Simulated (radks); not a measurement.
**V²⁺ with its nuclear charge varied continuously**

An exercise on one series of results from a longer session: the logs are not shown, and one member is left open.

Program: radks (a radial shooting solver on a logarithmic mesh, Libxc functionals) version 1. Level of theory: non-relativistic Kohn-Sham, LDA (Slater exchange, Perdew-Wang correlation), spin-polarised, spherical densities, point nucleus; open shells are filled with parallel spins first. These are calculated values, not measurements, unless marked.

### The system

| Quantity | Value |
| --- | --- |
| element | vanadium (Z = 23) |
| charge | +2 |
| electrons | 21 |
| configuration | [Ar] 3d3 |

The outer shells:

V²⁺
```
[Ar] core
3d [↑ ][↑ ][↑ ][  ][  ]
```

The first run:

Input:

```text
Z 23
configuration [Ar] 3d3
relativity non-relativistic
functional lda,pw
spin polarised
nucleus point
```

Among the steps run: Z = 23.

One table of the session follows, with a row left open; its other results are not shown here.

From the orbitals of this run (lengths in bohr):

| level | <r> | outermost maximum (interpolated) | 90 % within | nodes |
| --- | --- | --- | --- | --- |
| 2p up | 0.2757 | 0.209 | 0.453 | 0 |
| 2p down | 0.2753 | 0.209 | 0.452 | 0 |
| 3s up | 0.9576 | 0.827 | 1.44 | 2 |
| 3s down | 0.9597 | 0.827 | 1.44 | 2 |
| 3p up | 1.018 | 0.847 | 1.57 | 1 |
| 3p down | ? | ? | ? | ? |
| 3d up | 1.295 | 0.878 | 2.21 | 0 |
| 3d down | 1.338 | 0.886 | 2.30 | 0 |

Q: Estimate the row for 3p down from the others.

**Answer.** <r>: 1.022; outermost maximum (interpolated): 0.848; 90 % within: 1.58; nodes: 1. In the column «<r>» it lies between 3p up (1.018) and 3d up (1.295).
